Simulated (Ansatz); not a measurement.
# Li2TaO3: the cost of one run

Program: Ansatz 0.2.0. Level of theory: DFT PBE, scalar-relativistic, plane waves, PAW. These are calculated values, not measurements.

### 1 The structure to begin with

Symmetry: P6/mmm, No. 191, hexagonal system. Conventional cell: a = 4.632 Å, b = 4.632 Å, c = 3.603 Å, α = 90.00°, β = 90.00°, γ = 120.00°. Li (site symmetry -6m2) has 6 O at 2.24 Å as nearest neighbours. Around Ta (site symmetry 6/mmm) lie 6 Li at 2.67 Å and 12 O at 2.93 Å. Around O (site symmetry mmm) lie 4 Li at 2.24 Å and 4 Ta at 2.93 Å.

As a file:

```
CELL_PARAMETERS angstrom
4.63205 0.00000 0.00000
-2.31603 4.01147 0.00000
0.00000 0.00000 3.60269
ATOMIC_POSITIONS crystal
Li 0.66667 0.33333 0.00000
Li 0.33333 0.66667 0.00000
Ta 0.00000 0.00000 0.00000
O 0.50000 0.00000 0.50000
O 0.50000 0.50000 0.50000
O 0.00000 0.50000 0.50000
```

Recipe of the guess: species swapped into a database cell of CeAl3Pd2 (P6/mmm, No. 191), with Ta on the Ce sites, O on the Al sites and Li on the Pd sites. Lengths come from tabulated atomic sizes and are only a guess.

### 2 Probe: one point on a coarse mesh

The input, input.yaml:

```yaml
crystal:
  lattice:
    - [4.6320503, 0.0, 0.0]
    - [-2.31602515, 4.01147323, 0.0]
    - [0.0, 0.0, 3.60269349]
  atoms:
    - { symbol: Li, position: [0.66666667, 0.33333333, 0.0] }
    - { symbol: Li, position: [0.33333333, 0.66666667, 0.0] }
    - { symbol: Ta, position: [0.0, 0.0, 0.0] }
    - { symbol: O, position: [0.5, 0.0, 0.5] }
    - { symbol: O, position: [0.5, 0.5, 0.5] }
    - { symbol: O, position: [0.0, 0.5, 0.5] }
basis:
  ecutwfc: 420
kpoints:
  mp_grid: { grid: [6, 6, 6] }
hamiltonian:
  xc: pbe
scf:
  occupations: { method: gaussian, width: 0.1 }
  lower_state_search: "off"
output:
  forces: true
  stress: true
  eigenvalues: true
```

Run with:

```console
ansatz run input.yaml --threads 1 --pin off --max-ram 2560MiB --backend cpu --events-out ev --progress --plain --runs-dir out
```

What time and memory should one allow on 1 thread of Intel Xeon at 2.50GHz (Skylake/Cascade Lake), shared host?

About 5.9 s, with a peak of 0.37 GiB.
